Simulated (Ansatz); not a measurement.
**NbBr3 (ReO3 type): a single-point run**

The task is a single-point run on NbBr3 (ReO3 type). The structure is shown as the input types it.

Computed with Ansatz 0.2.0 (DFT, r2SCAN, all-electron PAW with datasets made for the crystal, scalar-relativistic, unless a step's input says otherwise).

**1. Starting point**

It takes space group Pm-3m (No. 221, cubic). Conventional cell: a = 5.171 Å, b = 5.171 Å, c = 5.171 Å, α = 90.00°, β = 90.00°, γ = 90.00°. Nb (site symmetry m-3m) has 6 Br at 2.59 Å as nearest neighbours. Around Br (site symmetry 4/mmm) lie 2 Nb at 2.59 Å.

The input asks for a charge of +0.5 e on the cell.

Coordinates:

```
Nb Br
1.0
     5.17100    0.00000    0.00000
     0.00000    5.17100    0.00000
     0.00000    0.00000    5.17100
Nb Br
1 3
Direct
  0.00000 0.00000 0.00000
  0.50000 0.00000 0.00000
  0.00000 0.50000 0.00000
  0.00000 0.00000 0.50000
```

**2. The run**

Input file input.yaml:

```yaml
crystal:
  lattice:
    - [5.1710013081, 0.0, 0.0]
    - [0.0, 5.1710013081, 0.0]
    - [0.0, 0.0, 5.1710013081]
  atoms:
    - { symbol: Nb, position: [0.0, 0.0, 0.0] }
    - { symbol: Br, position: [0.5, 0.0, 0.0] }
    - { symbol: Br, position: [0.0, 0.5, 0.0] }
    - { symbol: Br, position: [0.0, 0.0, 0.5] }
kpoints:
  mp_grid: { grid: [7, 7, 7] }
  band_path:
    path:
      - [0.0, 0.0, 0.0]
      - [0.0, 0.5, 0.0]
      - [0.5, 0.5, 0.0]
      - [0.0, 0.0, 0.0]
      - [0.5, 0.5, 0.5]
      - [0.0, 0.5, 0.0]
      - [0.5, 0.5, 0.5]
      - [0.5, 0.5, 0.0]
    npoints: 8
scf:
  occupations: { method: fermi_dirac, width: 0.08 }
  max_iter: 100
hamiltonian:
  xc: r2scan
  pseudopotentials: { kind: all_electron, datasets: crystal }
output:
  forces: true
  stress: true
  eigenvalues: true
  efg: { contact_densities: true }
total_charge: 0.5
```

Started as:

```sh
> ansatz run input.yaml --threads 1 --pin off --max-ram 3072MiB --backend cpu --events-out ev --progress --plain --runs-dir out
```

**Question.** How will this run end, and is anything wrong with its input?

The program finished normally, with warnings (crystal datasets made, gradients without spin orbit). Convergence says nothing about whether the input makes sense.

The suspect setting: total_charge is 0.5. The net charge is not the one intended, so the run treats another number of electrons.

Run again and compare: delete total_charge (the default then holds).
